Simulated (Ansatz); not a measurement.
# Mo (bcc type): the cost of one run

Program: Ansatz 0.2.0. Level of theory: DFT PBE, with the methods named in each step. These are calculated values, not measurements.

## (1) Starting point

The structure is cubic, space group Im-3m (No. 229). Conventional cell: a = 3.161 Å, b = 3.161 Å, c = 3.161 Å, α = 90.00°, β = 90.00°, γ = 90.00°. Mo (site symmetry m-3m) has 8 Mo at 2.74 Å as nearest neighbours.

Structure file:

```cif
data_structure
_symmetry_space_group_name_H-M 'Im-3m'
_symmetry_Int_Tables_number 229
_cell_length_a 3.1607
_cell_length_b 3.1607
_cell_length_c 3.1607
_cell_angle_alpha 90.000
_cell_angle_beta 90.000
_cell_angle_gamma 90.000
_cell_volume 31.58
loop_
_atom_site_label
_atom_site_type_symbol
_atom_site_symmetry_multiplicity
_atom_site_Wyckoff_symbol
_atom_site_fract_x
_atom_site_fract_y
_atom_site_fract_z
_atom_site_occupancy
Mo1 Mo 2 a 0.00000 0.00000 0.00000 1
```

The file gives the conventional cell by its symmetry; the runs use the cell typed in the input.

Atoms are numbered in the order of the input: Mo1, Mo2.

## (2) Bulk in the slab's orientation, LAPW

File input.yaml:

```yaml
crystal:
  lattice:
    - [3.1607300469, 0.0, 0.0]
    - [0.0, 3.1607300469, 0.0]
    - [0.0, 0.0, 3.1607300469]
  atoms:
    - { symbol: Mo, position: [0.0, 0.0, 0.0] }
    - { symbol: Mo, position: [0.5, 0.5, 0.5] }
kpoints:
  mp_grid: { grid: [12, 12, 12] }
scf:
  occupations: { method: fermi_dirac, width: 0.08 }
hamiltonian:
  xc: pbe
  pseudopotentials: { kind: all_electron, lapw: { basis_error: 0.001 } }
output:
  forces: true
  stress: true
  eigenvalues: true
```

Run with:

```bash
> ansatz run input.yaml --threads 2 --pin off --max-ram 4096MiB --backend cpu --events-out ev --progress --plain --runs-dir out
```

Q: Estimate wall time and peak memory on 2 threads of Intel Xeon Platinum 8488C (Sapphire Rapids), shared host.

About 7.5 s, with a peak of 0.46 GiB.
